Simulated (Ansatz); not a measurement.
# C5H8O2S: basis-set convergence

An exercise on one series of results from a longer session: the logs are not shown, and one member is left open.

Method: one geometry, several basis sets; program: Ansatz 0.2.0, Gaussian basis.

Levels to be run: PBE0-D4/def2-SVP; ωB97M-V/def2-SVP; PBE0-D4/def2-QZVPP; ωB97M-V/def2-QZVPP; the functionals' def2-TZVPP values are taken from earlier runs.

### The relaxed structure

All runs share one geometry, relaxed beforehand with PBE0-D4 in a triple-zeta def2 set.

16 atoms, charge 0, spin multiplicity 1.

Atoms are counted from 1 here; the program's logs count them from 0.

Bond lengths: C1–C2 1.516 Å, C1–H9 1.091 Å, C1–H10 1.090 Å, C1–H11 1.092 Å, C2–C3 1.494 Å, C2–S6 1.818 Å, C2–H12 1.095 Å, C3–C4 1.329 Å, C3–H13 1.084 Å, C4–C5 1.491 Å, C4–H14 1.084 Å, C5–S6 1.802 Å, C5–H15 1.092 Å, C5–H16 1.093 Å, S6–O7 1.438 Å, S6–O8 1.437 Å. Angles: C2–C1–H9 111.1°, C2–C1–H10 110.7°, C2–C1–H11 109.5°, H9–C1–H10 108.3°, H9–C1–H11 108.2°, H10–C1–H11 109.0°, C1–C2–C3 115.4°, C1–C2–S6 111.7°, C1–C2–H12 110.6°, C3–C2–S6 102.6°, C3–C2–H12 111.1°, S6–C2–H12 104.7°, C2–C3–C4 117.4°, C2–C3–H13 119.6°, C4–C3–H13 123.0°, C3–C4–C5 116.6°, C3–C4–H14 123.0°, C5–C4–H14 120.3° and more.

Set-up of the first run:

Input file in.yaml:

```yaml
crystal:
  periodic: [false, false, false]
  atoms:
    - {symbol: C, position_ang: [2.000322, 0.528512, -0.169434]}
    - {symbol: C, position_ang: [0.776567, -0.217919, 0.323905]}
    - {symbol: C, position_ang: [0.122421, -1.110247, -0.680239]}
    - {symbol: C, position_ang: [-1.202353, -1.056796, -0.775052]}
    - {symbol: C, position_ang: [-1.900159, -0.110729, 0.141663]}
    - {symbol: S, position_ang: [-0.566274, 0.919543, 0.778765]}
    - {symbol: O, position_ang: [-0.474122, 2.094254, -0.045068]}
    - {symbol: O, position_ang: [-0.655235, 1.050519, 2.206954]}
    - {symbol: H, position_ang: [2.394268, 1.191214, 0.602386]}
    - {symbol: H, position_ang: [1.757648, 1.129165, -1.046043]}
    - {symbol: H, position_ang: [2.781461, -0.187511, -0.434635]}
    - {symbol: H, position_ang: [1.003525, -0.763373, 1.246210]}
    - {symbol: H, position_ang: [0.733144, -1.753329, -1.304383]}
    - {symbol: H, position_ang: [-1.768875, -1.653394, -1.480144]}
    - {symbol: H, position_ang: [-2.619997, 0.542991, -0.354575]}
    - {symbol: H, position_ang: [-2.382340, -0.602901, 0.989690]}
basis:
  gaussian: {orbitals: def2-SVP}
hamiltonian: {xc: pbe0, dispersion: d4}
output: {orbitals: {seedname: orbitals}}
```

The run is started by

```bash
$ ansatz run in.yaml --threads 2 --pin off --events-out ev --progress --plain --max-ram 20480MiB --backend cpu
```

Steps of the session up to this table: PBE0-D4 in def2-SVP; ωB97M-V in def2-SVP; PBE0-D4 in def2-QZVPP; ωB97M-V in def2-QZVPP.

One table of the session follows, with a row left open; its other results are not shown here.

It belongs to the step «Functionals by basis». 

```
functional       basis  HOMO (eV)  LUMO (eV)
   PBE0-D4    def2-SVP      -7.97      -0.37
   PBE0-D4  def2-TZVPP      -8.02      -0.48
   PBE0-D4  def2-QZVPP      -8.05      -0.53
   ωB97M-V    def2-SVP     -10.18       1.80
   ωB97M-V  def2-TZVPP     -10.28       1.60
   ωB97M-V  def2-QZVPP          ?          ?
```

**Question.** Estimate the row for ωB97M-V, def2-QZVPP.

**Answer.** HOMO (eV): -10.30; LUMO (eV): 1.46. In the column «HOMO (eV)» it is the lowest.
